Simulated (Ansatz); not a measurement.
## C2H8Si2, SMILES [SiH3][SiH]1CC1: a rigid torsion scan

Program: Ansatz 0.2.0 through its Python package.

`c2h8si2.py`
```python
# -*- coding: utf-8 -*-
'''Rigid torsion scan of C2H8Si2.'''

import ansatz as az
from ase import Atoms


def main():
    atoms = Atoms(['Si', 'Si', 'C', 'C', 'H', 'H', 'H', 'H', 'H', 'H', 'H', 'H'], positions=[
        [-1.1488, 1.4766, -0.6164],
        [-0.5248, -0.2865, 0.5354],
        [1.2556, -0.5196, 0.7814],
        [0.8043, -1.359, -0.3019],
        [-2.2766, 1.1617, -1.6051],
        [-1.7225, 2.5937, 0.2773],
        [-0.0498, 2.1159, -1.4038],
        [-1.3644, -1.0226, 1.455],
        [1.9332, 0.326, 0.5649],
        [1.5713, -1.0019, 1.7475],
        [0.9673, -1.1167, -1.3009],
        [0.6323, -2.4228, -0.0993],
    ])

    # start the scan from a relaxed geometry
    first = (
        az.Crystal.molecule_from_ase(atoms).calculation()
        .basis(gaussian='def2-SVP')
        .functional('pbe')
        .relax(force_tolerance=0.02, max_steps=80)
    )
    atoms.positions = first.run(threads=1, pin='off').report['positions_ang']

    start = atoms.get_dihedral(2, 1, 0, 4)
    energies = {}
    for turn in range(0, 121, 20):
        turned = atoms.copy()
        turned.set_dihedral(2, 1, 0, 4, start + turn, indices=[0, 4, 5, 6])
        model = az.Crystal.molecule_from_ase(turned).calculation()
        model = model.basis(gaussian='def2-SVP')
        model = model.functional('pbe')
        energies[round((start + turn) % 360)] = model.run(threads=1, pin='off').report['free_energy_ev']
    floor = min(energies.values())
    print('dihedral C2-Si1-Si0-H4 (deg)   E - E(min) (kcal/mol)')
    for angle, e in sorted(energies.items()):
        print(f'{angle:8d} {23.060548 * (e - floor):14.3f}  ' + '#' * int(30 * (e - floor) / max(max(energies.values()) - floor, 1e-9)))


if __name__ == '__main__':
    main()
```

```console
$ python c2h8si2.py
dihedral C2-Si1-Si0-H4 (deg)   E - E(min) (kcal/mol)
     146          0.000
     166          0.210  ######
     186          0.695  ####################
     206          1.019  ##############################
     226          0.907  ##########################
     246          0.524  ###############
     266          0.276  ########
```

These settings explore the input space; basis and method may be short of convergence. The scan is rigid and the energies are electronic, in a modest basis. With rigid groups the curve can differ much from the relaxed path, the start wasn't checked as a minimum of this torsion, and equivalent turns needn't return to the same energy. The whole script took 47 s on 1 thread of Arm Neoverse V2 (shared host), peak memory 0.21 GiB.
